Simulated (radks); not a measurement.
# Valence configurations of Ir²⁺

NIST gives [Xe] 4f14 5d7 as the ground configuration of Ir²⁺. Does this level of theory agree? Several fillings of the valence shells are run.

The numbers are computed with radks (a radial shooting solver on a logarithmic mesh, Libxc functionals) version 1 (Dirac Kohn-Sham, BLYP, spin-unpolarised, spherical densities, point nucleus; open shells fill j = l - 1/2 first), except any that are marked as measured or tabulated.

### 1 Starting point

```
element       : iridium (Z = 77)
charge        : +2
electrons     : 75
configuration : [Xe] 4f14 5d7
others tried  : 4f13 5d7 6p1; 4f12 5d9; 4f14 5d6 6p1; 4f14 5d4 6s2 6p1; 4f14 5d5 6s1 6p1; 4f14 5d6.5 6s0.5; 4f13.5 5d7.5; 4f14 5d5 6p2; 4f11.5 5d9 6p0.5
```

### 2 [Xe] 4f14 5d7

Input:

```text
Z 77
configuration [Xe] 4f14 5d7
relativity Dirac
functional b88,lyp
spin unpolarised
j_filling energy
nucleus point
c 137.035999084
```

### 3 [Xe] 4f13 5d7 6p1

Changes since step 2:

```diff
@@ -1,3 +1,3 @@
 Z 77
-configuration [Xe] 4f14 5d7
+configuration [Xe] 4f13 5d7 6p1
 relativity Dirac
```

### 4 [Xe] 4f12 5d9

Changes since step 3:

```diff
@@ -1,3 +1,3 @@
 Z 77
-configuration [Xe] 4f13 5d7 6p1
+configuration [Xe] 4f12 5d9
 relativity Dirac
```

### 5 [Xe] 4f14 5d6 6p1

Changes since step 4:

```diff
@@ -1,3 +1,3 @@
 Z 77
-configuration [Xe] 4f12 5d9
+configuration [Xe] 4f14 5d6 6p1
 relativity Dirac
```

### 6 [Xe] 4f14 5d4 6s2 6p1

Changes since step 5:

```diff
@@ -1,3 +1,3 @@
 Z 77
-configuration [Xe] 4f14 5d6 6p1
+configuration [Xe] 4f14 5d4 6s2 6p1
 relativity Dirac
```

### 7 [Xe] 4f14 5d5 6s1 6p1

Input:

```text
Z 77
configuration [Xe] 4f14 5d5 6s1 6p1
relativity Dirac
functional b88,lyp
spin unpolarised
j_filling energy
nucleus point
c 137.035999084
```

### 8 [Xe] 4f14 5d6.5 6s0.5

Input:

```text
Z 77
configuration [Xe] 4f14 5d6.5 6s0.5
relativity Dirac
functional b88,lyp
spin unpolarised
j_filling energy
nucleus point
c 137.035999084
```

### 9 [Xe] 4f13.5 5d7.5

Input:

```text
Z 77
configuration [Xe] 4f13.5 5d7.5
relativity Dirac
functional b88,lyp
spin unpolarised
j_filling energy
nucleus point
c 137.035999084
```

### 10 [Xe] 4f14 5d5 6p2

Changes since step 9:

```diff
@@ -1,3 +1,3 @@
 Z 77
-configuration [Xe] 4f13.5 5d7.5
+configuration [Xe] 4f14 5d5 6p2
 relativity Dirac
```

### 11 [Xe] 4f11.5 5d9 6p0.5

Changes since step 10:

```diff
@@ -1,3 +1,3 @@
 Z 77
-configuration [Xe] 4f14 5d5 6p2
+configuration [Xe] 4f11.5 5d9 6p0.5
 relativity Dirac
```

Before running it: what results should come out? Wanted: for each run, valence; E − E(NIST configuration); highest level; its energy; 1s shift.

As calculated:

```
         valence  E − E(NIST configuration) (eV)  highest level  its energy (eV)  1s shift (eV)
        4f14 5d7                           0.000          5d5/2          -23.640          +0.00
4f14 5d6.5 6s0.5                           1.179          6s1/2          -22.135          -1.62
    4f14 5d6 6p1                           9.342          6p1/2          -16.664          -4.48
4f14 5d5 6s1 6p1                          13.459          6p1/2          -17.517          -8.00
4f14 5d4 6s2 6p1                          18.826          6p1/2          -18.378         -11.71
    4f14 5d5 6p2                          20.605          6p1/2          -18.053          -9.14
    4f13.5 5d7.5                          28.270          5d5/2          -24.361          -5.64
    4f13 5d7 6p1                          69.514          6p1/2          -16.931         -16.07
        4f12 5d9                          127.44          5d5/2          -26.494         -23.27
4f11.5 5d9 6p0.5                          171.44          6p1/2          -16.523         -31.82
```

What this shows: Theory agrees with NIST among these: the next, 4f14 5d6.5 6s0.5, lies 1.179 eV higher. The energies are those of spherical spin-averaged densities, not of single terms. The 1s eigenvalue shifts by up to 31.82 eV as the valence charge is rearranged.
